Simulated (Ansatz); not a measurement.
# Cs2Cd2C5: the cost of one run

Method: DFT PBE, scalar-relativistic, plane waves, PAW, in Ansatz 0.2.0.

## Step 1: The structure to begin with

Symmetry: P4/mmm, No. 123, tetragonal system. The conventional cell has a = 4.633 Å, b = 4.633 Å, c = 9.244 Å, α = 90.00°, β = 90.00°, γ = 90.00°. Around Cs (site symmetry 4/mmm) lie 8 C at 3.09 Å. Cs (site symmetry 4/mmm) has 12 C at 3.28 to 3.47 Å in its first shell of neighbours. Around Cd (site symmetry 4mm) lie 5 C at 2.25 to 2.34 Å. C (site symmetry 2mm) is surrounded by 2 Cd at 2.34 Å and 4 Cs at 3.09 to 3.47 Å. Around C (site symmetry 4/mmm) lie 2 Cd at 2.25 Å and 4 Cs at 3.28 Å.

Coordinates:

```cif
data_structure
_symmetry_space_group_name_H-M 'P4/mmm'
_symmetry_Int_Tables_number 123
_cell_length_a 4.6329
_cell_length_b 4.6329
_cell_length_c 9.2435
_cell_angle_alpha 90.000
_cell_angle_beta 90.000
_cell_angle_gamma 90.000
_cell_volume 198.40
loop_
_atom_site_label
_atom_site_type_symbol
_atom_site_symmetry_multiplicity
_atom_site_Wyckoff_symbol
_atom_site_fract_x
_atom_site_fract_y
_atom_site_fract_z
_atom_site_occupancy
Cs1 Cs 1 a 0.00000 0.00000 0.00000 1
Cs2 Cs 1 b 0.00000 0.00000 0.50000 1
Cd1 Cd 2 h 0.50000 0.50000 0.25663 1
C1 C 4 i 0.50000 0.00000 0.22090 1
C2 C 1 d 0.50000 0.50000 0.50000 1
```

A structure generator made this guess: species swapped into a database cell of K2Bi2O5 (P4/mmm, No. 123), with Cs on the K sites, Cd on the Bi sites and C on the O sites. Lengths come from tabulated atomic sizes and are only a guess.

## Step 2: Probe: one point on a coarse mesh

input.yaml

```yaml
crystal:
  lattice:
    - [4.6328724, 0.0, 0.0]
    - [0.0, 4.6328724, 0.0]
    - [0.0, 0.0, 9.24351748]
  atoms:
    - { symbol: Cs, position: [0.0, 0.0, 0.0] }
    - { symbol: Cs, position: [0.0, 0.0, 0.5] }
    - { symbol: Cd, position: [0.5, 0.5, 0.256632] }
    - { symbol: Cd, position: [0.5, 0.5, 0.743368] }
    - { symbol: C, position: [0.5, 0.0, 0.2209] }
    - { symbol: C, position: [0.5, 0.0, 0.7791] }
    - { symbol: C, position: [0.5, 0.5, 0.5] }
    - { symbol: C, position: [0.0, 0.5, 0.2209] }
    - { symbol: C, position: [0.0, 0.5, 0.7791] }
basis:
  ecutwfc: 420
kpoints:
  mp_grid: { grid: [4, 4, 2] }
hamiltonian:
  xc: pbe
scf:
  occupations: { method: gaussian, width: 0.1 }
  lower_state_search: "off"
output:
  forces: true
  stress: true
  eigenvalues: true
```

The run is started by

```bash
> ansatz run input.yaml --threads 1 --pin off --max-ram 2560MiB --backend cpu --events-out ev --progress --plain --runs-dir out
```

**Question.** How long does this run take on 1 thread of AMD EPYC 9R45 (Zen 5), shared host, and how much memory does it need?

About 2 s, with a peak of 0.51 GiB.
